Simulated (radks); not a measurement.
# Mg in [He] 2s1.5 2p6 3s2 3p0.5: an all-electron calculation

What are the levels of neutral magnesium, how large are its shells, and how does its energy divide?

Program: radks (a radial shooting solver on a logarithmic mesh, Libxc functionals) version 1. Level of theory: non-relativistic Kohn-Sham, PBEsol, spin-polarised, spherical densities, point nucleus; open shells are filled with parallel spins first. These are calculated values, not measurements, unless marked.

## 1. The atom as given

* element: magnesium (Z = 12)
* charge: 0
* electrons: 12
* configuration: [He] 2s1.5 2p6 3s2 3p0.5

## 2. The run

Input:

```text
Z 12
configuration [He] 2s1.5 2p6 3s2 3p0.5
relativity non-relativistic
functional pbe_sol,pbe_sol
spin polarised
nucleus point
```

Launch:

```console
$ python run_ks.py task.json out
```

The same process makes all the runs of this session.

**Question.** What will this run give?

The runs gave:

| quantity | value |
| --- | --- |
| total energy | -198.02580 hartree |
| exchange-correlation share of it | 7.83 % |
| −T/E | 0.9980 |
| highest occupied level | 3p up, -2.219 eV |
| most extended occupied level | 3p up, <r> = 3.90 bohr |
| radius at density 0.001 e/bohr³ | 4.60 bohr |
| maxima of the radial density | 3 |

**Reading.** 3 principal shells are occupied and 3 maxima appear in the radial density. The ratio −T/E is 0.9980; for a non-relativistic Coulomb system it is 1 up to the kinetic part of correlation. This is not the tabulated ground configuration, so its levels and sizes aren't those of the ground state, and no measured value stands beside it.
